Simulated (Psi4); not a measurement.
# TiH4 (SMILES [H][Ti]([H])([H])[H]) at CCD/6-31G(d,p) (density fitting, density fitting for correlation, Cartesian functions)

What is the energy change on altering one bond length of TiH4 at CCD/6-31G** (density fitting, density fitting for correlation, Cartesian functions)? 

Program for the calculation: Psi4 1.11.

6 further runs of the same task are left out: 2 that didn't finish, 4 set aside as unsound or not needed.

## 1. The molecule

TiH4: 5 atoms, total charge 0, spin state singlet. As SMILES, `[H][Ti]([H])([H])[H]`. The shape comes from GFN2-xTB, which is rough for such elements, and wasn't checked as a minimum.

Bond lengths: Ti1–H2 1.731 Å, Ti1–H3 1.731 Å, Ti1–H4 1.731 Å, Ti1–H5 1.731 Å. Angles: H2–Ti1–H3 109.4°, H2–Ti1–H4 109.4°, H2–Ti1–H5 109.5°, H3–Ti1–H4 109.5°, H3–Ti1–H5 109.5°, H4–Ti1–H5 109.4°.

## 2. A single-point energy at CCD/6-31G(d,p) (density fitting, density fitting for correlation, Cartesian functions)

Input file calc.dat:

```
memory 1600 MB

molecule molecule1 {
  0 1
  Ti
  H 1 1.731234
  H 1 1.731228 2 109.42929
  H 1 1.731227 3 109.50807 2 119.9566
  H 1 1.731183 4 109.44722 2 120.02549
  units angstrom
}

set basis 6-31G**
set scf_type df
set cc_type df

energy_value = energy("ccd")
```

On the command line:

```sh
$ psi4 -n 1 calc.dat calc.out
```

calc.out:

```text
[...]
  Running in c1 symmetry.
[...]
  Nuclear repulsion =   28.021841233529837
[...]
  Multiplicity = 1
[...]
  Nalpha       = 13
  Nbeta        = 13
[...]
    Number of basis functions: 59
[...]
   @DF-RHF iter   1:  -850.38427267991437   -8.91805e-01   8.68230e-03 ADIIS/DIIS
[...]
   @DF-RHF iter   9:  -850.53239032187867   -1.79625e-11   7.70896e-09 DIIS
[...]
    Orbital Energies [Eh]
    ---------------------
    Doubly Occupied:
       1A   -183.464918     2A    -21.659860     3A    -18.026676
       4A    -18.026673     5A    -18.026672     6A     -3.048586
       7A     -1.959491     8A     -1.959481     9A     -1.959477
      10A     -0.484495    11A     -0.452371    12A     -0.452326
      13A     -0.452306
[...]
  @DF-RHF Final Energy:  -850.53239032187867
   => Energetics <=
    Nuclear Repulsion Energy =             28.0218412335298375
    One-Electron Energy =               -1217.1617979645300238
    Two-Electron Energy =                 338.6075664091216595
    Total Energy =                       -850.5323903218785517
[...]
 Multipole Moments:
 ------------------------------------------------------------------------------------
     Multipole            Electronic (a.u.)      Nuclear  (a.u.)        Total (a.u.)
 ------------------------------------------------------------------------------------
 L = 1.  Multiply by 2.5417464519 to convert [e a0] to [Debye]
 Dipole X            :          0.0016165           -0.0009816            0.0006350
 Dipole Y            :         -0.0000921            0.0000451           -0.0000470
 Dipole Z            :         -0.0011541            0.0007030           -0.0004511
 Magnitude           :                                                    0.0007803
[...]
	DF-MP2 Total Energy (a.u.)         :  -850.92268439863801
[...]
```

It took 4.5 s on 1 thread of AMD EPYC 7B13 (Zen 3), shared host; peak memory 0.23 GiB.

## 3. The distorted shape at the same level

Input file calc.py:

```python
import psi4

psi4.set_memory('1600 MB')
psi4.set_num_threads(1)
psi4.set_output_file('psi4.out', False)

mol = psi4.geometry("""
Ti     1.07889378     1.86438868     0.77601225
H      1.09962407     1.83300033     4.04735494
H      4.15716315     1.88451426    -0.33163182
H     -0.47869408     4.54162037    -0.27724550
H     -1.54133622    -2.66440045    -1.10928813
units au
""")

psi4.set_options({
    'basis': '6-31G**',
    'reference': 'rhf',
    'scf_type': 'df',
    'cc_type': 'df',
})

result = psi4.energy("ccd", molecule=mol)
print(f'total energy {result:.8f} hartree = {result * 27.211386:.5f} eV')
```

On the command line:

```sh
$ python calc.py
```

psi4.out:

```text
[...]
  Running in c1 symmetry.
[...]
  Nuclear repulsion =   25.100421464538751
[...]
  Multiplicity = 1
[...]
  Nalpha       = 13
  Nbeta        = 13
[...]
    Number of basis functions: 59
[...]
   @DF-RHF iter   1:  -850.17654860071389   -8.02711e-01   9.86228e-03 DIIS/ADIIS
[...]
   @DF-RHF iter  14:  -850.41796982222741   -8.64020e-12   8.33217e-09 DIIS
[...]
    Orbital Energies [Eh]
    ---------------------
    Doubly Occupied:
       1A   -183.525807     2A    -21.717281     3A    -18.085230
       4A    -18.084267     5A    -18.084263     6A     -3.101417
       7A     -2.012246     8A     -2.011109     9A     -2.011099
      10A     -0.509325    11A     -0.495147    12A     -0.495092
      13A     -0.303447
[...]
  @DF-RHF Final Energy:  -850.41796982222741
   => Energetics <=
    Nuclear Repulsion Energy =             25.1004214645387513
    One-Electron Energy =               -1210.1653186763355734
    Two-Electron Energy =                 334.6469273895693846
    Total Energy =                       -850.4179698222274055
[...]
 Multipole Moments:
 ------------------------------------------------------------------------------------
     Multipole            Electronic (a.u.)      Nuclear  (a.u.)        Total (a.u.)
 ------------------------------------------------------------------------------------
 L = 1.  Multiply by 2.5417464519 to convert [e a0] to [Debye]
 Dipole X            :          1.2873429           -0.5349711            0.7523718
 Dipole Y            :          2.2237143           -0.9237469            1.2999674
 Dipole Z            :          0.9252813           -0.3842422            0.5410391
 Magnitude           :                                                    1.5964654
[...]
	DF-MP2 Total Energy (a.u.)         :  -850.81728766829212
[...]
```

Standard output:

```text
total energy -850.83807097 hartree = -23152.48317 eV
```

Run time: 5.7 s. Hardware: 1 thread of AMD EPYC 7B13 (Zen 3), shared host; peak memory 0.23 GiB.

## 4. What came out

Level: CCD/6-31G** (density fitting, density fitting for correlation, Cartesian functions).

| quantity | value |
| --- | --- |
| first shape: total energy | -850.94052 Eh |
| first shape: HOMO energy (Hartree–Fock orbitals) | -12.31 eV |
| first shape: LUMO energy (Hartree–Fock orbitals) | 0.66 eV |
| first shape: HOMO–LUMO gap (Hartree–Fock orbitals) | 12.97 eV |
| first shape: correlation energy | -408.1 mEh |
| distorted shape: total energy | -850.83807 Eh |
| distorted shape: HOMO energy (Hartree–Fock orbitals) | -8.26 eV |
| distorted shape: LUMO energy (Hartree–Fock orbitals) | -0.33 eV |
| distorted shape: HOMO–LUMO gap (Hartree–Fock orbitals) | 7.93 eV |
| distorted shape: correlation energy | -420.1 mEh |
| energy change with the Ti1–H5 bond stretched from 1.731 to 2.943 Å | 2.788 eV |

One bond (distorted shape) is far stretched, which a spin-restricted single reference describes badly; a broken-symmetry solution may lie lower. With the Ti1–H5 bond stretched from 1.731 to 2.943 Å the energy rises by 2.79 eV (269 kJ/mol). The first shape isn't relaxed at this level, so the change isn't measured from a minimum. A restricted reference can't describe the breaking bond well at this length.
